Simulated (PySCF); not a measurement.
**Sr: ionisation energy in x2c-QZVPPall**

Each state of strontium is computed at each level; their differences give the ionisation energy. How far do the methods differ?

Program: PySCF 2.14.0. Level of theory: unrestricted determinants in a Gaussian basis, no spin-orbit coupling in the energies. These are calculated values, not measurements, unless marked.

**1. The atom as given**

```
Element                                   : strontium (Z = 38)
Basis                                     : x2c-QZVPPall
Hamiltonian                               : the spin-free X2C one-electron Hamiltonian (Gaussian nucleus)
State 1                                   : Sr: [Kr] 5s2, closed-shell 1S
Needed too, but not shown                 : Sr⁺ [Kr] 5s1 (2S)
Methods                                   : CCSD(T)
Core shells frozen in the correlated runs : valence: [Kr] (for Sr)
```

The outer shells:

Sr [Kr] 5s2
```
[Kr] core
5s [↑↓]
```

The runs were made by one driver on top of PySCF. The scripts below sum up each run's settings (the driver also hands on starting orbitals that pick excited configurations, and frozen orbitals as a list rather than a count), and the logs come from the driver's own runs. The driver starts from symmetry-adapted Hartree-Fock orbitals, holds the occupation by maximum overlap and uses a logarithmic radial grid for functionals, so a plain start would take other cycles.

The integrals over 111 functions and the set-up took 7 s of CPU time.

**2. Sr, at CCSD(T) (valence)**

**CCSD(T) (valence)**

Contents of input.py:

```python
from pyscf import gto, scf, dft, mp, cc
import basis_set_exchange as bse
mol = gto.M(atom="Sr 0 0 0", charge=0, spin=0, symmetry="D2h",
            basis=gto.basis.parse(bse.get_basis("x2c-QZVPPall", elements=["Sr"], fmt="nwchem")),
            nucmod="G")
mf = scf.UHF(mol).sfx2c1e()
mf.irrep_nelec = {'Ag': (7, 7), 'B1g': (1, 1), 'B2g': (1, 1), 'B3g': (1, 1), 'B1u': (3, 3), 'B2u': (3, 3), 'B3u': (3, 3)}
mf.kernel()
mycc = cc.CCSD(mf, frozen=18).run()
mycc.ccsd_t()
```

What does the calculation give?

The runs gave:

```
             quantity                                               value
ionisation energy, Sr  UHF 4.744, FCI (valence) 5.450 eV; reference 5.695
```

Each level's miss (mean over 1 difference):

```tsv
method	mean absolute miss against the measured value (with the measured fine structure taken into account where it is known) (eV)
UHF	0.950
MP2 (valence)	0.433
SCS-MP2 (valence)	0.329
CCSD (valence)	0.245
CCSD(T) (valence)	0.245
CCSDT (valence)	0.245
FCI (valence)	0.245
```

In words: CCSD (valence) lands nearest to the measured value (off by 0.24 eV), level with CCSD(T) (valence); UHF misses by most (0.95 eV). Hartree-Fock falls short because the species with more electrons holds more correlation energy, which it lacks. All values hold for this basis alone; no basis-set limit was taken.
